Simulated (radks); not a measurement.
# Nuclear size and the levels of Gd

An exercise on one series of results from a longer session: the logs are not shown, and one member is left open.

The numbers are computed with radks (a radial shooting solver on a logarithmic mesh, Libxc functionals) version 1 (Dirac Kohn-Sham, BLYP, spin-unpolarised, spherical densities, finite nucleus; open shells are shared between the two j in proportion to 2j + 1), except any that are marked as measured or tabulated.

## The atom as given

- element: gadolinium (Z = 64)
- charge: 0
- electrons: 64
- configuration: [Xe] 4f7 5d1 6s2
- nuclear rms radius: 5.1569 fm

Outer shells as boxes (Hund's rule):

Gd
```
[Xe] core
4f [↑ ][↑ ][↑ ][↑ ][↑ ][↑ ][↑ ]
5d [↑ ][  ][  ][  ][  ]
6s [↑↓]
```

Set-up of the first run:

Input:

```text
Z 64
configuration [Xe] 4f7 5d1 6s2 6p0 7s0
relativity Dirac
functional b88,lyp
spin unpolarised
j_filling average
nucleus finite rms 5.1569 fm
c 137.035999084
```

The run is started by

```
python run_ks.py task.json out
```

The same process makes all the runs of this session.

Among the steps run: rms radius 5.1569 fm.

One of the session's tables, all rows but one given; the rest of the session is left out.

It belongs to the step «rms radius 5.1569 fm». From the orbitals of this run (lengths in bohr):

```
level     <r>  outermost maximum (interpolated)  90 % within  nodes
5p3/2   1.594                              1.38         2.34      3
4f5/2  0.8601                             0.564         1.47      0
4f7/2  0.8732                             0.569         1.50      0
6s1/2       ?                                 ?            ?      ?
5d3/2   2.794                              1.95         4.59      2
5d5/2   2.902                              2.00         4.79      2
6p1/2   5.508                              4.42         8.42      4
6p3/2   5.939                              4.75         9.09      4
```

**Question.** Estimate the row for 6s1/2.

As computed: <r>: 3.986; outermost maximum (interpolated): 3.35; 90 % within: 5.92; nodes: 5. In the column «<r>» it lies between 5d5/2 (2.902) and 6p1/2 (5.508).
